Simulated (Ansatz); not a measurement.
# triplet CH3BClFO at 4 levels

Wanted: a comparison of 4 runs (UHF/3-21G, UHF/def2-SVP, U-r2SCAN/def2-SVP, USVWN5/def2-SVP) of triplet CH3BClFO. 

The calculation is run with Ansatz 0.2.0.

136 further runs of the same task are left out: 136 set aside as unsound or not needed.

## 1. Starting point

CH3BClFO: 8 atoms, total charge 0, spin state triplet. As SMILES of the parent species, `OC(F)BCl`. Geometry: relaxed at PBE0-D4/def2-TZVP. This is one conformer, not always the lowest. That shape belongs to the parent species and isn't relaxed for this state.

Bond lengths: O1–C2 1.377 Å, C2–F3 1.399 Å, C2–B4 1.589 Å, B4–Cl5 1.732 Å, O1–H6 0.962 Å, C2–H7 1.097 Å, B4–H8 1.189 Å. Angles: O1–C2–F3 110.4°, O1–C2–B4 107.3°, F3–C2–B4 107.0°, C2–B4–Cl5 119.9°, O1–C2–H7 112.0°, F3–C2–H7 105.2°, B4–C2–H7 114.8°, C2–O1–H6 109.9°, C2–B4–H8 120.8°, Cl5–B4–H8 119.3°.

## 2. The energy at UHF/3-21G (run 1)

Input file molecule.yaml:

```yaml
basis:
  gaussian:
    orbitals: 3-21G.json
crystal:
  periodic: [false, false, false]
  atoms:
    - symbol: O
      position_ang: [-0.045500, 0.346900, 1.395700]
    - symbol: C
      position_ang: [0.458900, 0.058800, 0.147300]
    - symbol: F
      position_ang: [1.315100, -1.045400, 0.209200]
    - symbol: B
      position_ang: [-0.767200, -0.356700, -0.774700]
    - symbol: Cl
      position_ang: [-1.105700, 0.541100, -2.217200]
    - symbol: H
      position_ang: [0.620500, 0.802400, 1.920200]
    - symbol: H
      position_ang: [1.073200, 0.877500, -0.246600]
    - symbol: H
      position_ang: [-1.457200, -1.281600, -0.489900]
magnetization:
  spin_polarized: true
  initial_magnetization: 2
hamiltonian:
  xc: hf
accuracy: high
output: {orbitals: {seedname: orbitals}}
```

The basis set 3-21G is read from a file made from the Basis Set Exchange's data (not shown).

The run is started by

```
$ ansatz run molecule.yaml --threads 1 --pin off --max-ram 3480MiB --events-out events.jsonl --progress --plain --runs-dir runs
```

What it wrote:

```text
Warning: RAYON_NUM_THREADS=1 ignored (pool sized by the plan → 1); use --threads N
Functional definition: HF
  name "HF"
  exchange = exact_x
  correlation = 0
1249 factors; integrals over basis functions are off by at most 1.1e-8 eV
mean field evaluation 1: about -18892.4738 eV, gradient 2.2e1 eV
mean field evaluation 2: about -18892.4775 eV, gradient 2.2e1 eV
mean field evaluation 4: about -18895.2343 eV, gradient 2.7e0 eV
mean field evaluation 8: about -18895.3865 eV, gradient 3.7e-1 eV
mean field evaluation 16: about -18895.4087 eV, gradient 6.3e-2 eV
mean field evaluation 32: about -18895.2819 eV, gradient 1.2e0 eV
mean field evaluation 64: about -18895.4010 eV, gradient 1.1e-1 eV
mean field evaluation 96: about -18895.4022 eV, gradient 3.2e-1 eV
mean field evaluation 128: about -18895.0435 eV, gradient 1.4e0 eV
mean field evaluation 160: about -18895.4114 eV, gradient 3.7e-2 eV
mean field evaluation 192: about -18894.4337 eV, gradient 2.8e0 eV
mean field -18895.41313042 eV, -694.3936247720 hartree, gradient 2.6e-8 eV, S^2 2.011903; 3 other end points of the search recorded, 0 dependent functions left out
reference -18895.41313042 eV, -694.3936247720 hartree; 25, 23 occupied and 30, 32 virtual orbitals, 1249 factors
Total energy: -18895.41313042 eV, -694.3936247720 hartree
```

Run time: 3.9 s. Hardware: 1 thread of Arm Neoverse V2, shared host; peak memory 0.16 GiB.

## 3. A single-point energy at UHF/def2-SVP (run 2)

Input file job.yaml:

```yaml
basis:
  gaussian:
    orbitals: def2-SVP
crystal:
  periodic: [false, false, false]
  atoms:
    - symbol: O
      position_ang: [-0.045500, 0.346900, 1.395700]
    - symbol: C
      position_ang: [0.458900, 0.058800, 0.147300]
    - symbol: F
      position_ang: [1.315100, -1.045400, 0.209200]
    - symbol: B
      position_ang: [-0.767200, -0.356700, -0.774700]
    - symbol: Cl
      position_ang: [-1.105700, 0.541100, -2.217200]
    - symbol: H
      position_ang: [0.620500, 0.802400, 1.920200]
    - symbol: H
      position_ang: [1.073200, 0.877500, -0.246600]
    - symbol: H
      position_ang: [-1.457200, -1.281600, -0.489900]
output:
  orbitals: {seedname: orbitals}
hamiltonian:
  xc: hf
magnetization:
  spin_polarized: true
  initial_magnetization: 2
accuracy: high
```

The run is started by

```
$ ansatz run job.yaml --threads 1 --pin off --max-ram 3480MiB --events-out events.jsonl --progress --plain --runs-dir runs
```

What it wrote, cut to the lines that bear on the results:

```text
Warning: RAYON_NUM_THREADS=1 ignored (pool sized by the plan → 1); use --threads N
[... 2 set-up lines as earlier in the session ...]
[...]
2019 factors; integrals over basis functions are off by at most 3.7e-9 eV
[...]
mean field -18982.28116021 eV, -697.5859659855 hartree, gradient 7.6e-8 eV, S^2 2.016901; 3 other end points of the search recorded, 0 dependent functions left out
reference -18982.28116021 eV, -697.5859659855 hartree; 25, 23 occupied and 64, 66 virtual orbitals, 2019 factors
Total energy: -18982.28116021 eV, -697.5859659855 hartree
```

Wall time 13 s (1 thread of Arm Neoverse V2, shared host); peak memory 0.34 GiB.

Run 3 isn't shown in full; the table further down has it.

## 4. A single-point energy at USVWN5/def2-SVP (run 4)

Input file run.yaml:

```yaml
crystal:
  periodic: [false, false, false]
  atoms:
    - {symbol: O, position_ang: [-0.045500, 0.346900, 1.395700]}
    - {symbol: C, position_ang: [0.458900, 0.058800, 0.147300]}
    - {symbol: F, position_ang: [1.315100, -1.045400, 0.209200]}
    - {symbol: B, position_ang: [-0.767200, -0.356700, -0.774700]}
    - {symbol: Cl, position_ang: [-1.105700, 0.541100, -2.217200]}
    - {symbol: H, position_ang: [0.620500, 0.802400, 1.920200]}
    - {symbol: H, position_ang: [1.073200, 0.877500, -0.246600]}
    - {symbol: H, position_ang: [-1.457200, -1.281600, -0.489900]}
basis:
  gaussian: {orbitals: def2-SVP}
accuracy: high
output: {orbitals: {seedname: orbitals}}
magnetization: {spin_polarized: true, initial_magnetization: 2}
hamiltonian: {xc: {name: SVWN5}}
```

The run is started by

```
$ ansatz run run.yaml --threads 1 --pin off --max-ram 3480MiB --events-out events.jsonl --progress --plain --runs-dir runs
```

What it wrote:

```text
Warning: RAYON_NUM_THREADS=1 ignored (pool sized by the plan → 1); use --threads N
Functional definition: SVWN5
  name "SVWN5"
  exchange = slater_x
  correlation = vwn5_c
2019 factors; integrals over basis functions are off by at most 3.7e-9 eV
mean field evaluation 1: about -18935.3995 eV, gradient 4.4e1 eV
mean field evaluation 2: about -18902.4353 eV, gradient 9.3e1 eV
mean field evaluation 4: about -18946.1789 eV, gradient 9.0e0 eV
mean field evaluation 8: about -18946.5280 eV, gradient 3.7e-1 eV
mean field evaluation 16: about -18946.5298 eV, gradient 2.0e-4 eV
mean field evaluation 32: about -18945.2964 eV, gradient 1.4e1 eV
mean field -18946.52978693 eV, -696.2721272506 hartree, gradient 6.3e-8 eV, S^2 2.001527; 3 other end points of the search recorded, 0 dependent functions left out
reference -18946.52978972 eV, -696.2721273532 hartree; 25, 23 occupied and 64, 66 virtual orbitals, 2019 factors
Total energy: -18946.52978972 eV, -696.2721273532 hartree
```

Wall time 6 s (1 thread of Arm Neoverse V2, shared host); peak memory 0.25 GiB.

## 5. The series

```csv
run,level,energy (Eh),HOMO energy (eV),⟨S²⟩,wall time
1,UHF/3-21G,-694.393625,-6.95,2.012,3.9 s
2,UHF/def2-SVP,-697.585966,-6.63,2.017,13 s
3,U-r2SCAN/def2-SVP,-699.412086,-3.15,2.006,25 s
4,USVWN5/def2-SVP,-696.272127,-2.76,2.002,6 s
```

## 6. Summary of results

| quantity | value |
| --- | --- |
| run 4: total energy | -696.27213 Eh |
| run 4: HOMO energy (highest over α and β) | -2.76 eV |
| run 4: ⟨S²⟩ | 2.002 |

In words: Totals of different functionals can't be ranked against each other. All runs together took 48 s, the longest 25 s.
